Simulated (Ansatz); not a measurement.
I need a ladder of methods at one geometry of CFI2, SMILES F[C](I)I. Use the Python package of Ansatz (0.2.0). Level of theory (for the species named): MP2, def2-SVP basis, multiplicity 2. The script varies method: mp2, ccsd, ccsd_t.

The script reads `cfi2.xyz`:
```text
4

F     1.51850   -0.07610    0.34600
C     0.15130   -0.01180    0.03290
I    -1.21160   -0.87160    1.26630
I    -0.40280    0.89920   -1.66540
```

The script, `cfi2.py`:
```python
"""One geometry of CFI2, method by method."""

from dataclasses import dataclass
import logging
import sys
import warnings

import ansatz

logging.basicConfig(stream=sys.stdout, format="%(levelname)s:%(name)s:%(message)s")
log = logging.getLogger("ansatz_job")
log.setLevel(logging.INFO)


@dataclass
class Settings:
    basis_set: str = "def2-SVP"


opts = Settings()


def main() -> None:
    warnings.simplefilter("ignore", ansatz.DeckWarning)

    mol = ansatz.Crystal.molecule_from_extxyz("cfi2.xyz")

    model = (
        mol.calculation()
        .basis(gaussian=opts.basis_set)
        .spin("collinear", total=1)
    )

    methods = ["mp2", "ccsd", "ccsd_t"]
    reports = [model.correlation(m).run(threads=1).report for m in methods]
    log.info(f"Hartree-Fock reference {reports[0]['reference_energy_ev'] / 27.211386246:.6f} Ha")
    best = reports[-1]["free_energy_ev"] - reports[-1]["reference_energy_ev"]
    for method, each in zip(methods, reports):
        gained = each["free_energy_ev"] - each["reference_energy_ev"]
        log.info(f"{method:8s} total {each['free_energy_ev'] / 27.211386246:.6f} Ha  correlation {gained:9.4f} eV  ({100 * gained / best:.1f} % of the last)")


if __name__ == "__main__":
    main()
```

Output of `python cfi2.py`:
```text
INFO:ansatz_job:Hartree-Fock reference -730.402663 Ha
INFO:ansatz_job:mp2      total -730.936302 Ha  correlation  -14.5211 eV  (93.2 % of the last)
INFO:ansatz_job:ccsd     total -730.959776 Ha  correlation  -15.1598 eV  (97.3 % of the last)
INFO:ansatz_job:ccsd_t   total -730.975154 Ha  correlation  -15.5783 eV  (100.0 % of the last)
```

Reading the output:
- Total energies depend on the basis set; only differences at equal settings carry meaning.
- The geometry is a force-field or estimated start, not a minimum of this method, and the basis set is short of its limit. A lower total doesn't mark the better method: functionals have no common bound, and MP2 and coupled cluster aren't variational.
- def2 sets replace the cores of elements past krypton by effective core potentials.
- The species is open-shell (spin multiplicity 2).
- Inner cores stay frozen; a filled d shell under the valence of the heavier atoms is correlated with it.
- Hardware and time: 2 min on 1 thread of Arm Neoverse V1, on a shared host, peak memory 0.72 GiB.

(Lines on the test bed's own set-up are left out of the output.)
